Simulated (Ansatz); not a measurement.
# La6ZnSi2S14: the cost of one run

Method: DFT, PBE, plane-wave PAW, default files, scalar-relativistic, as far as a step names no other, in Ansatz 0.2.0.

**1. The structure to begin with**

It takes space group P3 (No. 143, trigonal). The conventional cell has a = 10.373 Å, b = 10.373 Å, c = 5.776 Å, α = 90.00°, β = 90.00°, γ = 120.00°. La (site symmetry 1) is surrounded by 8 S at 2.86 to 3.18 Å. La (site symmetry 1) has 8 S at 2.88 to 3.12 Å as nearest neighbours. Around Zn (site symmetry 3) lie 6 S at 2.61 to 2.62 Å. Si (site symmetry 3) is surrounded by 4 S at 2.10 to 2.15 Å. Si (site symmetry 3) is surrounded by 4 S at 2.11 to 2.15 Å. S (site symmetry 3) is surrounded by 1 Si at 2.10 Å. Around S (site symmetry 3) lie 1 Si at 2.11 Å. S (site symmetry 1) has 1 Zn at 2.62 Å and 4 La at 2.88 to 3.18 Å as nearest neighbours. Only part of the 11 independent sites is listed.

Structure file:

```xyz
23
Lattice="10.3730 0.0000 0.0000 -5.1865 8.9833 0.0000 0.0000 0.0000 5.7759" Properties=species:S:1:pos:R:3 pbc="T T T"
La    7.3123    4.8916    1.4512
La    2.4806    3.8869    1.4512
La    5.7666    0.2049    1.4512
La    3.0578    7.0871    4.3369
La   -2.4800    8.0879    4.3369
La   -0.5778    2.7916    4.3369
Zn    0.0000    5.9889    2.8183
Si    5.1865    2.9944    4.8257
Si    0.0000    0.0000    1.9476
S     5.1865    2.9944    2.7215
S     0.0000    0.0000    5.6166
S    -2.0907    5.2418    4.2159
S     1.6923    4.5518    4.2159
S     0.3984    8.1730    4.2159
S     2.0967    6.7186    1.4471
S    -1.6803    7.4398    1.4471
S    -0.4164    3.8082    1.4471
S     7.0549    2.3203    5.6418
S     4.8361    4.9496    5.6418
S     3.6685    1.7134    5.6418
S     8.5073    0.6794    2.7602
S     5.5310    7.0278    2.7602
S     1.5213    1.2760    2.7602
```

**2. Gradients at the starting positions**

Contents of input.yaml:

```yaml
crystal:
  lattice:
    - [10.373031804, 0.0, 0.0]
    - [-5.186515902, 8.9833090566, 0.0]
    - [0.0, 0.0, 5.775868]
  atoms:
    - { symbol: La, position: [0.9771953333, 0.5445176667, 0.251247] }
    - { symbol: La, position: [0.4554823333, 0.4326776667, 0.251247] }
    - { symbol: La, position: [0.5673223333, 0.0228046667, 0.251247] }
    - { symbol: La, position: [0.6892423333, 0.7889156667, 0.75087] }
    - { symbol: La, position: [0.2110843333, 0.9003266667, 0.75087] }
    - { symbol: La, position: [0.0996733333, 0.3107576667, 0.75087] }
    - { symbol: Zn, position: [0.3333333333, 0.6666666667, 0.487944] }
    - { symbol: Si, position: [0.6666666667, 0.3333333333, 0.835485] }
    - { symbol: Si, position: [0.0, 0.0, 0.337204] }
    - { symbol: S, position: [0.6666666667, 0.3333333333, 0.471179] }
    - { symbol: S, position: [0.0, 0.0, 0.972426] }
    - { symbol: S, position: [0.0902013333, 0.5835076667, 0.729909] }
    - { symbol: S, position: [0.4164923333, 0.5066936667, 0.729909] }
    - { symbol: S, position: [0.4933063333, 0.9097986667, 0.729909] }
    - { symbol: S, position: [0.5760773333, 0.7478956667, 0.250542] }
    - { symbol: S, position: [0.2521043333, 0.8281816667, 0.250542] }
    - { symbol: S, position: [0.1718183333, 0.4239226667, 0.250542] }
    - { symbol: S, position: [0.8092643333, 0.2582916667, 0.97679] }
    - { symbol: S, position: [0.7417083333, 0.5509726667, 0.97679] }
    - { symbol: S, position: [0.4490273333, 0.1907356667, 0.97679] }
    - { symbol: S, position: [0.8579563333, 0.0756336667, 0.477877] }
    - { symbol: S, position: [0.9243663333, 0.7823226667, 0.477877] }
    - { symbol: S, position: [0.2176773333, 0.1420436667, 0.477877] }
kpoints:
  mp_grid: { grid: [3, 3, 5] }
scf:
  occupations: { method: fermi_dirac, width: 0.02 }
hamiltonian:
  xc: pbe
  pseudopotentials: { kind: paw }
output:
  forces: true
  stress: true
  populations: true
  efg:
    quadrupole_moments_barn: { La: 0.206, Zn: 0.122, S: -0.0694 }
    contact_densities: true
  write_density: true
  write_potential: true
  elf: true
  volumetric_format: npy
```

Run with:

```sh
$ ansatz run input.yaml --threads 1 --pin off --max-ram 2560MiB --backend cpu --events-out ev --progress --plain --runs-dir out
```

**Question.** How long does this run take on 1 thread of Intel Xeon 6975P-C (Granite Rapids), shared host, and how much memory does it need?

About 1.7 min, with a peak of 1.2 GiB.
